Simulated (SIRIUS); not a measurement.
# Pb (Fm-3m) in SIRIUS: a series of runs, part 2 of 2

SIRIUS 7.12.0. Earlier steps stand in the parts before.

### 4 Equation of state, PBE, 29.72 Å³/atom (volume scaled by 0.98)

Contents of sirius.json:

```json
{
  "control": {
    "processing_unit": "cpu",
    "std_evp_solver_name": "lapack",
    "gen_evp_solver_name": "lapack",
    "verbosity": 2,
    "print_forces": false,
    "ortho_rf": true,
    "use_second_variation": true,
    "rmt_max": 3.0,
    "num_bands_to_print": 24,
    "save_wf": true
  },
  "parameters": {
    "electronic_structure_method": "full_potential_lapwlo",
    "xc_functionals": ["XC_GGA_X_PBE", "XC_GGA_C_PBE"],
    "core_relativity": "dirac",
    "valence_relativity": "iora",
    "num_fv_states": 24,
    "smearing": "fermi_dirac",
    "smearing_width": 0.0018374661,
    "pw_cutoff": 20,
    "gk_cutoff": 3.4,
    "lmax_apw": 11,
    "lmax_rho": 8,
    "lmax_pot": 8,
    "num_mag_dims": 0,
    "auto_rmt": 0,
    "ngridk": [9, 9, 9],
    "shiftk": [0, 0, 0],
    "num_dft_iter": 80,
    "energy_tol": 1e-07,
    "density_tol": 1e-05,
    "use_symmetry": true
  },
  "settings": {"tol_ne": 1e-10},
  "iterative_solver": {"type": "exact"},
  "mixer": {"type": "anderson", "beta": 0.5, "max_history": 8},
  "unit_cell": {
    "lattice_vectors": [[0.0, 4.6457190074, 4.6457190074], [4.6457190074, 0.0, 4.6457190074], [4.6457190074, 4.6457190074, 0.0]],
    "atom_types": ["Pb"],
    "atom_files": {"Pb": "Pb.json"},
    "atoms": {"Pb": [[0.0, 0.0, 0.0]]}
  }
}
```

Contents of Pb.json:

```json
{
  "name": "lead",
  "symbol": "Pb",
  "number": 82,
  "mass": 207.2,
  "rmin": 1e-06,
  "rmt": 2.65,
  "nrmt": 800,
  "rinf": 17.22,
  "core": "1s2s2p3s3p3d4s4p4d",
  "valence": [
    {"basis": [{"enu": 0.05, "dme": 0, "n": 0, "auto": 0}, {"enu": 0.05, "dme": 1, "n": 0, "auto": 0}]},
    {"l": 0, "n": 1, "basis": [{"enu": 0.0427, "dme": 0, "n": 0, "auto": 0}]},
    {"l": 1, "n": 2, "basis": [{"enu": 0.15, "dme": 0, "n": 0, "auto": 0}]},
    {"l": 2, "n": 3, "basis": [{"enu": 0.15, "dme": 0, "n": 0, "auto": 0}]},
    {"l": 3, "n": 4, "basis": [{"enu": 0.15, "dme": 0, "n": 0, "auto": 0}]},
    {"l": 4, "n": 5, "basis": [{"enu": 0.15, "dme": 0, "n": 0, "auto": 0}]}
  ],
  "lo": [
    {
      "l": 0,
      "basis": [{"enu": 0.0427, "dme": 0, "n": 0, "auto": 0}, {"enu": 0.0427, "dme": 1, "n": 0, "auto": 0}]
    },
    {
      "l": 0,
      "basis": [{"enu": -4.9961, "dme": 0, "n": 5, "auto": 1}, {"enu": -4.9961, "dme": 1, "n": 5, "auto": 1}]
    },
    {
      "l": 0,
      "basis": [{"enu": -4.9961, "dme": 1, "n": 5, "auto": 1}, {"enu": 0.0427, "dme": 0, "n": 0, "auto": 0}]
    },
    {
      "l": 0,
      "basis": [{"enu": 0.0427, "dme": 0, "n": 0, "auto": 0}, {"enu": 2.321, "dme": 0, "n": 0, "auto": 0}]
    },
    {"l": 1, "basis": [{"enu": 0.15, "dme": 0, "n": 0, "auto": 0}, {"enu": 0.15, "dme": 1, "n": 0, "auto": 0}]},
    {
      "l": 1,
      "basis": [{"enu": -2.8646, "dme": 0, "n": 5, "auto": 1}, {"enu": -2.8646, "dme": 1, "n": 5, "auto": 1}]
    },
    {
      "l": 1,
      "basis": [{"enu": -2.8646, "dme": 1, "n": 5, "auto": 1}, {"enu": 0.15, "dme": 0, "n": 0, "auto": 0}]
    },
    {"l": 1, "basis": [{"enu": 0.15, "dme": 0, "n": 0, "auto": 0}, {"enu": 2.7701, "dme": 0, "n": 0, "auto": 0}]},
    {"l": 2, "basis": [{"enu": 0.15, "dme": 0, "n": 0, "auto": 0}, {"enu": 0.15, "dme": 1, "n": 0, "auto": 0}]},
    {
      "l": 2,
      "basis": [{"enu": -0.4987, "dme": 0, "n": 5, "auto": 1}, {"enu": -0.4987, "dme": 1, "n": 5, "auto": 1}]
    },
    {
      "l": 2,
      "basis": [{"enu": -0.4987, "dme": 1, "n": 5, "auto": 1}, {"enu": 0.15, "dme": 0, "n": 0, "auto": 0}]
    },
    {"l": 2, "basis": [{"enu": 0.15, "dme": 0, "n": 0, "auto": 0}, {"enu": 3.1119, "dme": 0, "n": 0, "auto": 0}]},
    {"l": 3, "basis": [{"enu": 0.15, "dme": 0, "n": 0, "auto": 0}, {"enu": 0.15, "dme": 1, "n": 0, "auto": 0}]},
    {
      "l": 3,
      "basis": [{"enu": -4.6274, "dme": 0, "n": 4, "auto": 1}, {"enu": -4.6274, "dme": 1, "n": 4, "auto": 1}]
    },
    {
      "l": 3,
      "basis": [{"enu": -4.6274, "dme": 1, "n": 4, "auto": 1}, {"enu": 0.15, "dme": 0, "n": 0, "auto": 0}]
    },
    {"l": 3, "basis": [{"enu": 0.15, "dme": 0, "n": 0, "auto": 0}, {"enu": 3.4537, "dme": 0, "n": 0, "auto": 0}]},
    {"l": 4, "basis": [{"enu": 0.15, "dme": 0, "n": 0, "auto": 0}, {"enu": 0.15, "dme": 1, "n": 0, "auto": 0}]},
    {"l": 4, "basis": [{"enu": 0.15, "dme": 0, "n": 0, "auto": 0}, {"enu": 2.8841, "dme": 0, "n": 0, "auto": 0}]}
  ],
  "free_atom": [... radial grid and density of the free atom, the start of the SCF ...]
}
```

Contents of sirius_start.json:

```json
{
  "control": {
    "processing_unit": "cpu",
    "std_evp_solver_name": "lapack",
    "gen_evp_solver_name": "lapack",
    "verbosity": 1,
    "print_forces": false,
    "ortho_rf": true,
    "use_second_variation": true,
    "rmt_max": 3.0,
    "num_bands_to_print": 24,
    "save_wf": false
  },
  "parameters": {
    "electronic_structure_method": "full_potential_lapwlo",
    "xc_functionals": ["XC_LDA_X", "XC_LDA_C_PW"],
    "core_relativity": "dirac",
    "valence_relativity": "iora",
    "num_fv_states": 24,
    "smearing": "fermi_dirac",
    "smearing_width": 0.0055123983,
    "pw_cutoff": 20,
    "gk_cutoff": 2.72,
    "lmax_apw": 11,
    "lmax_rho": 8,
    "lmax_pot": 8,
    "num_mag_dims": 0,
    "auto_rmt": 0,
    "ngridk": [4, 4, 4],
    "shiftk": [0, 0, 0],
    "num_dft_iter": 30,
    "energy_tol": 0.01,
    "density_tol": 0.05,
    "use_symmetry": true
  },
  "settings": {"tol_ne": 1e-10},
  "iterative_solver": {"type": "exact"},
  "mixer": {"type": "anderson", "beta": 0.5, "max_history": 8},
  "unit_cell": {
    "lattice_vectors": [[0.0, 4.6457190074, 4.6457190074], [4.6457190074, 0.0, 4.6457190074], [4.6457190074, 4.6457190074, 0.0]],
    "atom_types": ["Pb"],
    "atom_files": {"Pb": "Pb.json"},
    "atoms": {"Pb": [[0.0, 0.0, 0.0]]}
  }
}
```

Started as:

```console
OMP_NUM_THREADS=1 sirius.scf --input=sirius_start.json --output=start.json
OMP_NUM_THREADS=1 sirius.scf --input=sirius.json --output=output.json --task=1
```

Run time: 45 s. Hardware: 1 thread of Arm Neoverse V1, shared host; peak memory 0.37 GiB.

Results (log left out):

- Free energy: -569486.9556 eV
- Band gap on the k mesh: none (metal or under the smearing width)
- All electrons inside the program's atomic spheres: Pb 80.01 (radii Pb 2.65 bohr)

### 5 Equation of state, PBE, 30.32 Å³/atom

sirius.json, as its differences from that of step 4:

```diff
@@ -39,3 +39,3 @@
   "unit_cell": {
-    "lattice_vectors": [[0.0, 4.6457190074, 4.6457190074], [4.6457190074, 0.0, 4.6457190074], [4.6457190074, 4.6457190074, 0.0]],
+    "lattice_vectors": [[0.0, 4.677109953, 4.677109953], [4.677109953, 0.0, 4.677109953], [4.677109953, 4.677109953, 0.0]],
     "atom_types": ["Pb"],
```

Pb.json is that of step 4.

sirius_start.json, as its differences from that of step 4:

```diff
@@ -39,3 +39,3 @@
   "unit_cell": {
-    "lattice_vectors": [[0.0, 4.6457190074, 4.6457190074], [4.6457190074, 0.0, 4.6457190074], [4.6457190074, 4.6457190074, 0.0]],
+    "lattice_vectors": [[0.0, 4.677109953, 4.677109953], [4.677109953, 0.0, 4.677109953], [4.677109953, 4.677109953, 0.0]],
     "atom_types": ["Pb"],
```

Started as:

```console
OMP_NUM_THREADS=1 sirius.scf --input=sirius_start.json --output=start.json
OMP_NUM_THREADS=1 sirius.scf --input=sirius.json --output=output.json --task=1
```

It took 45 s on 1 thread of Arm Neoverse V1, shared host; peak memory 0.37 GiB.

Results (log left out):

- Free energy: -569486.9667 eV
- Band gap on the k mesh: none (metal or under the smearing width)
- All electrons inside the program's atomic spheres: Pb 80.00 (radii Pb 2.65 bohr)

### 6 Equation of state, PBE, 30.93 Å³/atom (volume scaled by 1.02)

sirius.json, as its differences from that of step 5:

```diff
@@ -39,3 +39,3 @@
   "unit_cell": {
-    "lattice_vectors": [[0.0, 4.677109953, 4.677109953], [4.677109953, 0.0, 4.677109953], [4.677109953, 4.677109953, 0.0]],
+    "lattice_vectors": [[0.0, 4.7080850937, 4.7080850937], [4.7080850937, 0.0, 4.7080850937], [4.7080850937, 4.7080850937, 0.0]],
     "atom_types": ["Pb"],
```

Contents of Pb.json:

```json
{
  "name": "lead",
  "symbol": "Pb",
  "number": 82,
  "mass": 207.2,
  "rmin": 1e-06,
  "rmt": 2.65,
  "nrmt": 800,
  "rinf": 17.22,
  "core": "1s2s2p3s3p3d4s4p4d",
  "valence": [
    {"basis": [{"enu": 0.04, "dme": 0, "n": 0, "auto": 0}, {"enu": 0.04, "dme": 1, "n": 0, "auto": 0}]},
    {"l": 0, "n": 1, "basis": [{"enu": 0.0326, "dme": 0, "n": 0, "auto": 0}]},
    {"l": 1, "n": 2, "basis": [{"enu": 0.14, "dme": 0, "n": 0, "auto": 0}]},
    {"l": 2, "n": 3, "basis": [{"enu": 0.14, "dme": 0, "n": 0, "auto": 0}]},
    {"l": 3, "n": 4, "basis": [{"enu": 0.14, "dme": 0, "n": 0, "auto": 0}]},
    {"l": 4, "n": 5, "basis": [{"enu": 0.14, "dme": 0, "n": 0, "auto": 0}]}
  ],
  "lo": [
    {
      "l": 0,
      "basis": [{"enu": 0.0326, "dme": 0, "n": 0, "auto": 0}, {"enu": 0.0326, "dme": 1, "n": 0, "auto": 0}]
    },
    {
      "l": 0,
      "basis": [{"enu": -5.0061, "dme": 0, "n": 5, "auto": 1}, {"enu": -5.0061, "dme": 1, "n": 5, "auto": 1}]
    },
    {
      "l": 0,
      "basis": [{"enu": -5.0061, "dme": 1, "n": 5, "auto": 1}, {"enu": 0.0326, "dme": 0, "n": 0, "auto": 0}]
    },
    {
      "l": 0,
      "basis": [{"enu": 0.0326, "dme": 0, "n": 0, "auto": 0}, {"enu": 2.311, "dme": 0, "n": 0, "auto": 0}]
    },
    {"l": 1, "basis": [{"enu": 0.14, "dme": 0, "n": 0, "auto": 0}, {"enu": 0.14, "dme": 1, "n": 0, "auto": 0}]},
    {
      "l": 1,
      "basis": [{"enu": -2.8746, "dme": 0, "n": 5, "auto": 1}, {"enu": -2.8746, "dme": 1, "n": 5, "auto": 1}]
    },
    {
      "l": 1,
      "basis": [{"enu": -2.8746, "dme": 1, "n": 5, "auto": 1}, {"enu": 0.14, "dme": 0, "n": 0, "auto": 0}]
    },
    {"l": 1, "basis": [{"enu": 0.14, "dme": 0, "n": 0, "auto": 0}, {"enu": 2.7601, "dme": 0, "n": 0, "auto": 0}]},
    {"l": 2, "basis": [{"enu": 0.14, "dme": 0, "n": 0, "auto": 0}, {"enu": 0.14, "dme": 1, "n": 0, "auto": 0}]},
    {
      "l": 2,
      "basis": [{"enu": -0.5087, "dme": 0, "n": 5, "auto": 1}, {"enu": -0.5087, "dme": 1, "n": 5, "auto": 1}]
    },
    {
      "l": 2,
      "basis": [{"enu": -0.5087, "dme": 1, "n": 5, "auto": 1}, {"enu": 0.14, "dme": 0, "n": 0, "auto": 0}]
    },
    {"l": 2, "basis": [{"enu": 0.14, "dme": 0, "n": 0, "auto": 0}, {"enu": 3.1019, "dme": 0, "n": 0, "auto": 0}]},
    {"l": 3, "basis": [{"enu": 0.14, "dme": 0, "n": 0, "auto": 0}, {"enu": 0.14, "dme": 1, "n": 0, "auto": 0}]},
    {
      "l": 3,
      "basis": [{"enu": -4.6374, "dme": 0, "n": 4, "auto": 1}, {"enu": -4.6374, "dme": 1, "n": 4, "auto": 1}]
    },
    {
      "l": 3,
      "basis": [{"enu": -4.6374, "dme": 1, "n": 4, "auto": 1}, {"enu": 0.14, "dme": 0, "n": 0, "auto": 0}]
    },
    {"l": 3, "basis": [{"enu": 0.14, "dme": 0, "n": 0, "auto": 0}, {"enu": 3.4437, "dme": 0, "n": 0, "auto": 0}]},
    {"l": 4, "basis": [{"enu": 0.14, "dme": 0, "n": 0, "auto": 0}, {"enu": 0.14, "dme": 1, "n": 0, "auto": 0}]},
    {"l": 4, "basis": [{"enu": 0.14, "dme": 0, "n": 0, "auto": 0}, {"enu": 2.8741, "dme": 0, "n": 0, "auto": 0}]}
  ],
  "free_atom": [... radial grid and density of the free atom, the start of the SCF ...]
}
```

sirius_start.json, as its differences from that of step 5:

```diff
@@ -39,3 +39,3 @@
   "unit_cell": {
-    "lattice_vectors": [[0.0, 4.677109953, 4.677109953], [4.677109953, 0.0, 4.677109953], [4.677109953, 4.677109953, 0.0]],
+    "lattice_vectors": [[0.0, 4.7080850937, 4.7080850937], [4.7080850937, 0.0, 4.7080850937], [4.7080850937, 4.7080850937, 0.0]],
     "atom_types": ["Pb"],
```

Potentials or basis: all-electron FP-LAPW, apw+lo standard.

Started as:

```console
OMP_NUM_THREADS=1 sirius.scf --input=sirius_start.json --output=start.json
OMP_NUM_THREADS=1 sirius.scf --input=sirius.json --output=output.json --task=1
```

It took 45 s on 1 thread of Arm Neoverse V1, shared host; peak memory 0.36 GiB.

It converged, with:

| Item | Value |
| --- | --- |
| Free energy | -569486.9734 eV |
| Band gap on the k mesh | none (metal or under the smearing width) |
| All electrons inside the program's atomic spheres | Pb 79.98 (radii Pb 2.65 bohr) |

### 7 Equation of state, PBE, 31.54 Å³/atom (volume scaled by 1.04)

sirius.json, as its differences from that of step 6:

```diff
@@ -39,3 +39,3 @@
   "unit_cell": {
-    "lattice_vectors": [[0.0, 4.7080850937, 4.7080850937], [4.7080850937, 0.0, 4.7080850937], [4.7080850937, 4.7080850937, 0.0]],
+    "lattice_vectors": [[0.0, 4.7386579315, 4.7386579315], [4.7386579315, 0.0, 4.7386579315], [4.7386579315, 4.7386579315, 0.0]],
     "atom_types": ["Pb"],
```

Contents of Pb.json:

```json
{
  "name": "lead",
  "symbol": "Pb",
  "number": 82,
  "mass": 207.2,
  "rmin": 1e-06,
  "rmt": 2.65,
  "nrmt": 800,
  "rinf": 17.22,
  "core": "1s2s2p3s3p3d4s4p4d",
  "valence": [
    {"basis": [{"enu": 0.03, "dme": 0, "n": 0, "auto": 0}, {"enu": 0.03, "dme": 1, "n": 0, "auto": 0}]},
    {"l": 0, "n": 1, "basis": [{"enu": 0.0227, "dme": 0, "n": 0, "auto": 0}]},
    {"l": 1, "n": 2, "basis": [{"enu": 0.13, "dme": 0, "n": 0, "auto": 0}]},
    {"l": 2, "n": 3, "basis": [{"enu": 0.13, "dme": 0, "n": 0, "auto": 0}]},
    {"l": 3, "n": 4, "basis": [{"enu": 0.13, "dme": 0, "n": 0, "auto": 0}]},
    {"l": 4, "n": 5, "basis": [{"enu": 0.13, "dme": 0, "n": 0, "auto": 0}]}
  ],
  "lo": [
    {
      "l": 0,
      "basis": [{"enu": 0.0227, "dme": 0, "n": 0, "auto": 0}, {"enu": 0.0227, "dme": 1, "n": 0, "auto": 0}]
    },
    {
      "l": 0,
      "basis": [{"enu": -5.0161, "dme": 0, "n": 5, "auto": 1}, {"enu": -5.0161, "dme": 1, "n": 5, "auto": 1}]
    },
    {
      "l": 0,
      "basis": [{"enu": -5.0161, "dme": 1, "n": 5, "auto": 1}, {"enu": 0.0227, "dme": 0, "n": 0, "auto": 0}]
    },
    {
      "l": 0,
      "basis": [{"enu": 0.0227, "dme": 0, "n": 0, "auto": 0}, {"enu": 2.301, "dme": 0, "n": 0, "auto": 0}]
    },
    {"l": 1, "basis": [{"enu": 0.13, "dme": 0, "n": 0, "auto": 0}, {"enu": 0.13, "dme": 1, "n": 0, "auto": 0}]},
    {
      "l": 1,
      "basis": [{"enu": -2.8846, "dme": 0, "n": 5, "auto": 1}, {"enu": -2.8846, "dme": 1, "n": 5, "auto": 1}]
    },
    {
      "l": 1,
      "basis": [{"enu": -2.8846, "dme": 1, "n": 5, "auto": 1}, {"enu": 0.13, "dme": 0, "n": 0, "auto": 0}]
    },
    {"l": 1, "basis": [{"enu": 0.13, "dme": 0, "n": 0, "auto": 0}, {"enu": 2.7501, "dme": 0, "n": 0, "auto": 0}]},
    {"l": 2, "basis": [{"enu": 0.13, "dme": 0, "n": 0, "auto": 0}, {"enu": 0.13, "dme": 1, "n": 0, "auto": 0}]},
    {
      "l": 2,
      "basis": [{"enu": -0.5187, "dme": 0, "n": 5, "auto": 1}, {"enu": -0.5187, "dme": 1, "n": 5, "auto": 1}]
    },
    {
      "l": 2,
      "basis": [{"enu": -0.5187, "dme": 1, "n": 5, "auto": 1}, {"enu": 0.13, "dme": 0, "n": 0, "auto": 0}]
    },
    {"l": 2, "basis": [{"enu": 0.13, "dme": 0, "n": 0, "auto": 0}, {"enu": 3.0919, "dme": 0, "n": 0, "auto": 0}]},
    {"l": 3, "basis": [{"enu": 0.13, "dme": 0, "n": 0, "auto": 0}, {"enu": 0.13, "dme": 1, "n": 0, "auto": 0}]},
    {
      "l": 3,
      "basis": [{"enu": -4.6474, "dme": 0, "n": 4, "auto": 1}, {"enu": -4.6474, "dme": 1, "n": 4, "auto": 1}]
    },
    {
      "l": 3,
      "basis": [{"enu": -4.6474, "dme": 1, "n": 4, "auto": 1}, {"enu": 0.13, "dme": 0, "n": 0, "auto": 0}]
    },
    {"l": 3, "basis": [{"enu": 0.13, "dme": 0, "n": 0, "auto": 0}, {"enu": 3.4337, "dme": 0, "n": 0, "auto": 0}]},
    {"l": 4, "basis": [{"enu": 0.13, "dme": 0, "n": 0, "auto": 0}, {"enu": 0.13, "dme": 1, "n": 0, "auto": 0}]},
    {"l": 4, "basis": [{"enu": 0.13, "dme": 0, "n": 0, "auto": 0}, {"enu": 2.8641, "dme": 0, "n": 0, "auto": 0}]}
  ],
  "free_atom": [... radial grid and density of the free atom, the start of the SCF ...]
}
```

sirius_start.json, as its differences from that of step 6:

```diff
@@ -39,3 +39,3 @@
   "unit_cell": {
-    "lattice_vectors": [[0.0, 4.7080850937, 4.7080850937], [4.7080850937, 0.0, 4.7080850937], [4.7080850937, 4.7080850937, 0.0]],
+    "lattice_vectors": [[0.0, 4.7386579315, 4.7386579315], [4.7386579315, 0.0, 4.7386579315], [4.7386579315, 4.7386579315, 0.0]],
     "atom_types": ["Pb"],
```

Started as:

```console
OMP_NUM_THREADS=1 sirius.scf --input=sirius_start.json --output=start.json
OMP_NUM_THREADS=1 sirius.scf --input=sirius.json --output=output.json --task=1
```

It took 46 s on 1 thread of Arm Neoverse V1, shared host; peak memory 0.36 GiB.

The run converged. Its results:

* Free energy: -569486.9762 eV
* Band gap on the k mesh: none (metal or under the smearing width)
* All electrons inside the program's atomic spheres: Pb 79.97 (radii Pb 2.65 bohr)

### 8 Equation of state, PBE, 32.14 Å³/atom (volume scaled by 1.06)

sirius.json, as its differences from that of step 7:

```diff
@@ -39,3 +39,3 @@
   "unit_cell": {
-    "lattice_vectors": [[0.0, 4.7386579315, 4.7386579315], [4.7386579315, 0.0, 4.7386579315], [4.7386579315, 4.7386579315, 0.0]],
+    "lattice_vectors": [[0.0, 4.76884128, 4.76884128], [4.76884128, 0.0, 4.76884128], [4.76884128, 4.76884128, 0.0]],
     "atom_types": ["Pb"],
```

Pb.json is that of step 7.

sirius_start.json, as its differences from that of step 7:

```diff
@@ -39,3 +39,3 @@
   "unit_cell": {
-    "lattice_vectors": [[0.0, 4.7386579315, 4.7386579315], [4.7386579315, 0.0, 4.7386579315], [4.7386579315, 4.7386579315, 0.0]],
+    "lattice_vectors": [[0.0, 4.76884128, 4.76884128], [4.76884128, 0.0, 4.76884128], [4.76884128, 4.76884128, 0.0]],
     "atom_types": ["Pb"],
```

Started as:

```console
OMP_NUM_THREADS=1 sirius.scf --input=sirius_start.json --output=start.json
OMP_NUM_THREADS=1 sirius.scf --input=sirius.json --output=output.json --task=1
```

Run time: 46 s. Hardware: 1 thread of Arm Neoverse V1, shared host; peak memory 0.37 GiB.

Results (log left out):

```
Free energy                                       : -569486.9767 eV
Band gap on the k mesh                            : none (metal or under the smearing width)
All electrons inside the program's atomic spheres : Pb 79.96 (radii Pb 2.65 bohr)
```

### 9 Equation of state, PBE

Potentials or basis: all-electron FP-LAPW, apw+lo standard.

This step only gathers the single runs of the series.

What came out:

* Equilibrium volume: 31.85 Å³/atom
* Bulk modulus: 42 GPa
* Pressure derivative of the bulk modulus: 4.3 (rough: it moves with the points fitted)

Energy against volume, from the lowest point:
| volume (Å³/atom) | energy (meV/atom) |
| --- | --- |
| 28.503 | 55.65 |
| 29.110 | 35.87 |
| 29.716 | 21.01 |
| 30.323 | 9.96 |
| 30.929 | 3.27 |
| 31.535 | 0.44 |
| 32.142 | 0.00 |

Caveat: the basis cutoff falls short for Ag, Pd and Pb here, so volumes come out up to a per cent or two small and moduli rough.

### 10 Comparison with measurements

Step 9. The cell as given is a measured one (30.32 Å³/atom); PBE puts the equilibrium volume +5.0 % from it, thermal expansion not counted.
